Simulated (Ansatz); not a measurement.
# Hf2N: the cost of one run

Program: Ansatz 0.2.0. Level of theory: DFT PBEsol, scalar-relativistic, plane waves, PAW. These are calculated values, not measurements.

1 further run of the same task is left out (set aside as unsound or not needed).

**1. The structure to begin with**

The structure is tetragonal, space group P4_2/mnm (No. 136). Conventional cell: a = 5.296 Å, b = 5.296 Å, c = 3.227 Å, α = 90.00°, β = 90.00°, γ = 90.00°. Hf (site symmetry m2m) is surrounded by 3 N at 2.21 to 2.22 Å. Around N (site symmetry mmm) lie 6 Hf at 2.21 to 2.22 Å.

As a file:

```
CELL_PARAMETERS angstrom
5.29554 0.00000 0.00000
0.00000 5.29554 0.00000
0.00000 0.00000 3.22745
ATOMIC_POSITIONS crystal
Hf 0.29546 0.29546 0.00000
Hf 0.70454 0.70454 0.00000
Hf 0.79546 0.20454 0.50000
Hf 0.20454 0.79546 0.50000
N 0.00000 0.00000 0.00000
N 0.50000 0.50000 0.50000
```

It goes back to an entry of the Materials Project, which need not be the stable form.

It is the result of an earlier relaxation at this level (volume 15.08 Å³/atom; gap on the mesh: none (metal)).

**2. The undisturbed cell**

input.yaml

```yaml
crystal:
  lattice:
    - [5.2955389246, 0.0, 0.0]
    - [0.0, 5.2955389246, 0.0]
    - [0.0, 0.0, 3.2274489833]
  atoms:
    - { symbol: Hf, position: [0.2954633019, 0.2954633019, 0.0] }
    - { symbol: Hf, position: [0.7045366981, 0.7045366981, 0.0] }
    - { symbol: Hf, position: [0.7954633019, 0.2045366981, 0.5] }
    - { symbol: Hf, position: [0.2045366981, 0.7954633019, 0.5] }
    - { symbol: "N", position: [0.0, 0.0, 0.0] }
    - { symbol: "N", position: [0.5, 0.5, 0.5] }
basis:
  ecutwfc: 420
kpoints:
  mp_grid: { grid: [6, 6, 10] }
hamiltonian:
  xc: pbesol
scf:
  occupations: { method: gaussian, width: 0.15 }
output:
  forces: true
  stress: true
  eigenvalues: true
```

Run with:

```bash
$ ansatz run input.yaml --threads 2 --pin off --max-ram 5120MiB --backend cpu --events-out ev --progress --plain --runs-dir out
```

**Question.** How long does this run take on 2 threads of Intel Xeon Platinum 8488C (Sapphire Rapids), shared host, and how much memory does it need?

About 6.5 s, with a peak of 0.63 GiB.
